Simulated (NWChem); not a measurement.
**C2H2ClGa (SMILES C#[C][GaH][Cl]) at 3 levels**

Wanted: a comparison of 3 runs (B97/6-31G*/def2-SVP, HCTH/93/cc-pVDZ-DK, CCSD(T)/STO-3G) of C2H2ClGa. 

The calculation is run with NWChem 7.3.0.

2 further runs of the same task are left out: 1 that didn't finish, 1 set aside as unsound or not needed.

## Step 1: The system as given

C2H2ClGa: 6 atoms, total charge 0, spin state singlet. As SMILES, `C#[C][GaH][Cl]`. The coordinates come from a PBE0-D4/def2-TZVP relaxation.

Bond lengths: C1–C2 1.208 Å, C2–Ga3 1.900 Å, Ga3–Cl4 2.140 Å, C1–H5 1.067 Å, Ga3–H6 1.547 Å. Angles: C1–C2–Ga3 179.1°, C2–Ga3–Cl4 115.4°, C2–C1–H5 179.8°, C2–Ga3–H6 126.7°, Cl4–Ga3–H6 117.8°.

## Step 2: The charge distribution at B97/6-31G(d)/def2-SVP (spherical functions) (run 1)

m1.nw

```
start m1
title "C2H2ClGa B97"
memory stack 880 mb heap 220 mb global 1100 mb
charge 0

geometry units au noautosym nocenter noautoz
  C    1.09188375   1.99914127  -2.74860665
  C    0.46676235   0.77951203  -0.92350916
  Ga  -0.47791174  -1.10964718   1.98043298
  Cl  -3.29832798  -3.94121281   1.36835069
  H    1.63858152   3.07212776  -4.36507838
  H    0.57920106  -0.79992107   4.68859949
end

basis spherical bse
  * library 6-31G* except Ga
  Ga library def2-SVP
end

dft
  xc becke97
  mult 1
  grid fine
  convergence energy 1e-06
  direct
  maxiter 150
  print low
end

property
  efieldgrad
  electrondensity
  mulliken
  octupole
end

task dft property
```

Started as:

```console
$ nwchem m1.nw > m1.out
```

Log:

```text
[...]
 d= 0,ls=0.0,diis     1  -2461.9441411041 -2.74D+03  1.50D-02  3.90D-01     1.6
[...]
 d= 0,ls=0.0,diis     8  -2462.0004864900 -1.50D-08  9.66D-06  9.21D-07     9.5
         Total DFT energy =    -2462.000486490020
      One electron energy =    -3985.787167816048
           Coulomb energy =     1355.801925890072
    Exchange-Corr. energy =     -114.727834238204
 Nuclear repulsion energy =      282.712589674160
[...]
```

Wall time 10 s (1 thread of Intel Xeon 6975P-C (Granite Rapids), shared host); peak memory 0.12 GiB.

Atomic charges (e):

```
atom  Mulliken
  C1    -0.185
  C2    -0.070
 Ga3    +0.312
 Cl4    -0.259
  H5    +0.224
  H6    -0.022
```

## Step 3: Energy and gradient at HCTH/93/cc-pVDZ-DK (DKH3) (run 2)

run.py

```python
from ase import Atoms
from ase.calculators.nwchem import NWChem

system = Atoms(['C', 'C', 'Ga', 'Cl', 'H', 'H'], positions=[
    [0.577800, 1.057900, -1.454500],
    [0.247000, 0.412500, -0.488700],
    [-0.252900, -0.587200, 1.048000],
    [-1.745400, -2.085600, 0.724100],
    [0.867100, 1.625700, -2.309900],
    [0.306500, -0.423300, 2.481100],
])

calc = NWChem(
    label='struct',
    theory='dft',
    memory='2200 mb',
    basis='cc-pVDZ-DK',
    basispar='spherical bse',
    relativistic={'douglas-kroll': 'dk3'},
    dft={'xc': 'hcth', 'mult': '1', 'grid': 'fine', 'convergence': 'energy 1e-05', 'iterations': '200', 'mulliken': None},
)
system.calc = calc

forces = system.get_forces()
e = system.get_potential_energy()
print(f"E = {e:.6f} eV")
print("forces (eV/A):")
for s, f in zip(system.symbols, forces):
    print(f"{s:2s} {f[0]:10.5f} {f[1]:10.5f} {f[2]:10.5f}")
print("dipole (e A):", system.get_dipole_moment().round(4))
```

Started as:

```console
$ export ASE_NWCHEM_COMMAND="nwchem PREFIX.nwi > PREFIX.nwo"
$ python run.py
```

Log:

```text
E = -67593.107427 eV
forces (eV/A):
C     0.46516    0.89356   -1.31034
C    -0.51016   -0.98838    1.46604
Ga    0.31044    0.28801    0.14223
Cl   -0.37862   -0.38798   -0.05507
H     0.10125    0.20060   -0.30581
H     0.01188   -0.00586    0.06294
dipole (e A): [ 0.2922  0.3192 -0.0219]
```

The calculator wrote struct.nwi:

```
title "struct"

permanent_dir struct

scratch_dir struct

start struct

geometry units angstrom nocenter noautosym noautoz
  C  5.7779999999999998e-01 1.0579000000000001e+00 -1.4544999999999999e+00
  C  2.4700000000000000e-01 4.1249999999999998e-01 -4.8870000000000002e-01
  Ga -2.5290000000000001e-01 -5.8720000000000006e-01 1.0480000000000000e+00
  Cl -1.7454000000000001e+00 -2.0855999999999999e+00 7.2409999999999997e-01
  H  8.6709999999999998e-01 1.6256999999999999e+00 -2.3098999999999998e+00
  H  3.0649999999999999e-01 -4.2330000000000001e-01 2.4811000000000001e+00
end

memory 2200 mb

basis spherical bse noprint
   * library cc-pVDZ-DK
end

relativistic
  douglas-kroll dk3
end
dft
  xc hcth
  mult 1
  grid fine
  convergence energy 1e-05
  iterations 200
  mulliken
end

task dft gradient
```

struct.nwo, shortened:

```text
[...]
         Total DFT energy =    -2484.000901919680
[...]
                         DFT ENERGY GRADIENTS
    atom               coordinates                        gradient
                 x          y          z           x          y          z
   1 C       1.091884   1.999141  -2.748606   -0.009046  -0.017377   0.025482
   2 C       0.466762   0.779512  -0.923509    0.009921   0.019221  -0.028510
   3 Ga     -0.477912  -1.109647   1.980433   -0.006037  -0.005601  -0.002766
   4 Cl     -3.298328  -3.941213   1.368351    0.007363   0.007545   0.001071
   5 H       1.638581   3.072128  -4.365078   -0.001969  -0.003901   0.005947
   6 H       0.579201  -0.799921   4.688599   -0.000231   0.000114  -0.001224
[...]
```

Run time: 2.4 min. Hardware: 1 thread of Intel Xeon 6975P-C (Granite Rapids), shared host; peak memory 0.12 GiB.

## Step 4: A single-point energy at CCSD(T)/STO-3G (run 3)

c2h2clga.nw

```
start c2h2clga
memory stack 880 mb heap 220 mb global 1100 mb
geometry units atomic noautoz
 C      1.09188375     1.99914127    -2.74860665
 C      0.46676235     0.77951203    -0.92350916
 Ga    -0.47791174    -1.10964718     1.98043298
 Cl    -3.29832798    -3.94121281     1.36835069
 H      1.63858152     3.07212776    -4.36507838
 H      0.57920106    -0.79992107     4.68859949
end
basis
 * library STO-3G
end
scf
 singlet
 rhf
 thresh 1e-07
 maxiter 60
end
ccsd
 freeze core 16
 maxiter 50
end
task ccsd(t)
```

Started as:

```console
$ nwchem c2h2clga.nw > c2h2clga.out
```

Log:

```text
[...]
 Group name             Cs
[...]
  functions       =    40
[...]
  wavefunction    = RHF
[...]
         Total SCF energy =  -2431.845720594014
      One-electron energy =  -3964.517140449615
      Two-electron energy =   1249.958827999184
 Nuclear repulsion energy =    282.712591856416
        Time for solution =      2.9s
[...]
 Total MP2 energy:          -2432.039975984744160
[...]
             energy      energy      error      ampl     ampl      Block
                                                time     time      time
[...]
 Total CCSD energy:          -2432.065148770397172
[...]
 Total CCSD+T(CCSD) energy:          -2432.081759691350726
[...]
 Total CCSD(T) energy:               -2432.078142576079244
[...]
```

Run time: 24 s. Hardware: 1 thread of Intel Xeon 6975P-C (Granite Rapids), shared host; peak memory 0.12 GiB.

## Step 5: Overview of the runs

```
run                                      level        task  SCF convergence threshold   energy (Eh)  wall time
  1  B97/6-31G*/def2-SVP (spherical functions)  properties                      1e-06  -2462.000486       10 s
  2                  HCTH/93/cc-pVDZ-DK (DKH3)    gradient                      1e-05  -2484.000902    2.4 min
  3                             CCSD(T)/STO-3G      energy                      1e-07  -2432.078143       24 s
```

## Step 6: Summary of results

```
                                           quantity           value
                                run 3: total energy  -2432.07814 Eh
         run 3: HOMO energy (Hartree–Fock orbitals)        -8.43 eV
         run 3: LUMO energy (Hartree–Fock orbitals)         3.64 eV
       run 3: HOMO–LUMO gap (Hartree–Fock orbitals)        12.07 eV
run 3: correlation energy (16 core orbitals frozen)      -232.4 mEh
                              run 3: (T) correction      -12.99 mEh
```

Totals of different functionals can't be ranked against each other. Some runs of one species differ in core potentials or relativity; totals across that change don't compare. In run 3 the basis is minimal, so the values are rough. All runs together took 2.9 min, the longest 2.4 min.
